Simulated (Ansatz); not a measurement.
**SVWN5/cc-pVTZ run of HBr (hydrogen bromide)**

Aim: the electronic atomisation energy of HBr (hydrogen bromide) at SVWN5/cc-pVTZ, from 3 runs. 

The results are computed with Ansatz 0.2.0.

30 further runs of the same task are left out: 30 set aside as unsound or not needed.

### 1 The molecule

HBr: 2 atoms, total charge 0, spin state singlet. As SMILES, `Br`. Geometry: relaxed at PBE0-D4/def2-TZVP.

Bond lengths: Br1–H2 1.420 Å.

### 2 The energy at SVWN5/cc-pVTZ

The input, molecule.yaml:

```yaml
crystal:
  periodic: [false, false, false]
  atoms:
    - {symbol: Br, position_ang: [-0.603220, 0.217960, -0.305050]}
    - {symbol: H, position_ang: [0.603220, -0.217960, 0.305050]}
basis:
  gaussian:
    orbitals: cc-pVTZ
magnetization:
  spin_polarized: false
  initial_magnetization: 0
hamiltonian:
  xc: {name: SVWN5}
accuracy: high
output: {orbitals: {seedname: orbitals}}
```

The run is started by

```bash
$ ansatz run molecule.yaml --threads 1 --pin off --max-ram 3480MiB --events-out events.jsonl --progress --plain --runs-dir runs
```

Output:

```text
Warning: RAYON_NUM_THREADS=1 ignored (pool sized by the plan → 1); use --threads N
Functional definition: SVWN5
  name "SVWN5"
  exchange = slater_x
  correlation = vwn5_c
735 factors; integrals over basis functions are off by at most 4.3e-9 eV
mean field evaluation 1: about -69966.8756 eV, gradient 1.0e1 eV
mean field evaluation 2: about -69966.9829 eV, gradient 6.4e0 eV
mean field evaluation 4: about -69967.1013 eV, gradient 6.3e-2 eV
mean field evaluation 8: about -69967.0986 eV, gradient 2.9e-2 eV
mean field evaluation 16: about -69967.0986 eV, gradient 6.7e-8 eV
mean field -69967.09856112 eV, -2571.2434467186 hartree, gradient 4.6e-8 eV, S^2 0.000000; 0 other end points of the search recorded, 0 dependent functions left out
reference -69967.09856303 eV, -2571.2434467887 hartree; 18, 18 occupied and 39, 39 virtual orbitals, 735 factors
Total energy: -69967.09856303 eV, -2571.2434467887 hartree
```

Wall time 0.96 s (1 thread of Arm Neoverse V2, shared host); peak memory 0.095 GiB.

### 3 The Br atom, same level

The input, run.yaml:

```yaml
crystal:
  periodic: [false, false, false]
  atoms:
    - {symbol: Br, position_ang: [0.000000, 0.000000, 0.000000]}
basis:
  gaussian:
    orbitals: cc-pVTZ
magnetization:
  spin_polarized: true
  initial_magnetization: 1
hamiltonian:
  xc: {name: SVWN5}
accuracy: high
```

Run the same way, it converges to -2570.59552 Eh (log not shown).

### 4 The H atom

The input, run.yaml:

```yaml
crystal:
  periodic: [false, false, false]
  atoms:
    - {symbol: H, position_ang: [0.000000, 0.000000, 0.000000]}
basis:
  gaussian: {orbitals: cc-pVTZ}
magnetization: {spin_polarized: true, initial_magnetization: 1}
hamiltonian: {xc: {name: SVWN5}}
accuracy: high
```

Run the same way, it converges to -0.47835 Eh (log not shown).

### 5 Summary of results

At SVWN5/cc-pVTZ:

```
                     quantity           value
       molecule: total energy  -2571.24345 Eh
        molecule: HOMO energy        -7.56 eV
        molecule: LUMO energy        -1.29 eV
      molecule: HOMO–LUMO gap         6.27 eV
        Br atom: total energy  -2570.59552 Eh
                Br atom: ⟨S²⟩           0.751
         H atom: total energy     -0.47835 Eh
                 H atom: ⟨S²⟩           0.750
electronic atomisation energy        4.614 eV
```

In words: Taking the molecule apart into free atoms costs 4.61 eV (106 kcal/mol), before zero-point energy and without spin-orbit coupling.
